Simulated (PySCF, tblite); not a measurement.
# C11H12: geometry, infrared bands and NMR shifts

What infrared bands and NMR shifts should C11H12 (`C#C[C@@]1(C#CC)[C@@H]2CC[C@H]1C2`) show?

The runs use tblite 0.8.0 and PySCF 2.14.0, with density-fitted response routines of our own; the level of theory stands in each step. All values are computed, except where a source is named. Atoms are numbered from 0 throughout.

**1. Starting geometry**

23 atoms, charge 0, multiplicity 1; geometry from: force field or distance geometry start.

Bonds of the start (Å): C0–C1 1.21, C1–C2 1.46, C2–C3 1.44, C3–C4 1.20, C4–C5 1.48, C2–C6 1.51, C6–C7 1.49, C7–C8 1.53, C8–C9 1.49, C9–C10 1.54, C9–C2 1.51, C10–C6 1.54, C0–H11 1.08, C5–H12 1.09, C5–H13 1.12, C5–H14 1.13, C6–H15 1.06, C7–H16 1.10, C7–H17 1.11, C8–H18 1.10, C8–H19 1.12, C9–H20 1.07, C10–H21 1.09, C10–H22 1.10.

**2. Relaxing the molecule with GFN2-xTB**

The job: settings as JSON, then the geometry in Å.

```
{"job": {"kind": "relax", "xc": "GFN2-xTB", "basis": "xTB"}, "charge": 0, "multiplicity": 1}
C     -0.108600    -3.353700     0.520000
C     -0.115000    -2.153500     0.341500
C     -0.101600    -0.701300     0.168400
C      1.156200    -0.110500    -0.208600
C      2.222600     0.360400    -0.480500
C      3.542000     0.929400    -0.842500
C     -1.225700    -0.244900    -0.737200
C     -1.112900     1.235600    -0.692900
C     -1.035600     1.426100     0.826500
C     -0.911400    -0.005800     1.232900
C     -2.104400    -0.611500     0.474300
H     -0.144100    -4.421200     0.681200
H      3.377500     1.964300    -1.138400
H      4.048400     0.305600    -1.617000
H      4.229700     0.916300     0.057400
H     -1.416400    -0.770000    -1.643900
H     -0.143500     1.568400    -1.079500
H     -1.978600     1.779700    -1.125900
H     -0.208800     2.083800     1.130900
H     -2.036000     1.818200     1.127400
H     -0.786400    -0.272300     2.263400
H     -3.011700    -0.025700     0.605200
H     -2.140600    -1.690300     0.676200
```

Started as:

```sh
OMP_NUM_THREADS=1 python probes_run.py task.json out
```

The driver reads the jobs from task.json and runs them one after another.

**Question.** This job is followed by: GFN2-xTB harmonic vibrations, gas phase; GIAO PBE0/pcSseg-1 NMR shielding, non-relativistic, gas phase. Predict these results of the whole session: strongest single infrared mode (GFN2-xTB); zero-point energy (GFN2-xTB); ¹³C shifts against TMS (PBE0/pcSseg-1, means over atoms taken as alike); ¹H shifts against TMS (PBE0/pcSseg-1, means over atoms taken as alike); surface potential, 1st and 99th percentile.

**Answer**, as computed:

| quantity | value |
| --- | --- |
| strongest single infrared mode (GFN2-xTB) | 3013 cm⁻¹, 176 km/mol |
| zero-point energy (GFN2-xTB) | 119.2 kcal/mol |
| ¹³C shifts against TMS (PBE0/pcSseg-1, means over atoms taken as alike) | 91.0, 87.2, 84.8, 75.4, 51.8, 39.0, 37.1, 28.2, 4.8 ppm |
| ¹H shifts against TMS (PBE0/pcSseg-1, means over atoms taken as alike) | 2.47, 2.39, 2.09, 2.04, 1.59, 1.53, 0.71 ppm |
| surface potential, 1st and 99th percentile | -1.14 V and 1.09 V |

What this shows: The optimisation took 75 steps and gained 0.747 eV; among the close pairs (by a distance rule), C2–C9 changed most, from 1.508 to 1.558 Å. No mode is imaginary among the 63: a minimum at this level. Unscaled tight-binding wavenumbers are off by several per cent, some by more. Its intensities can rank the bands wrongly. At PBE0/pcSseg-1: The largest span, 301 ppm, is at C1, where the paramagnetic term is -153 ppm.
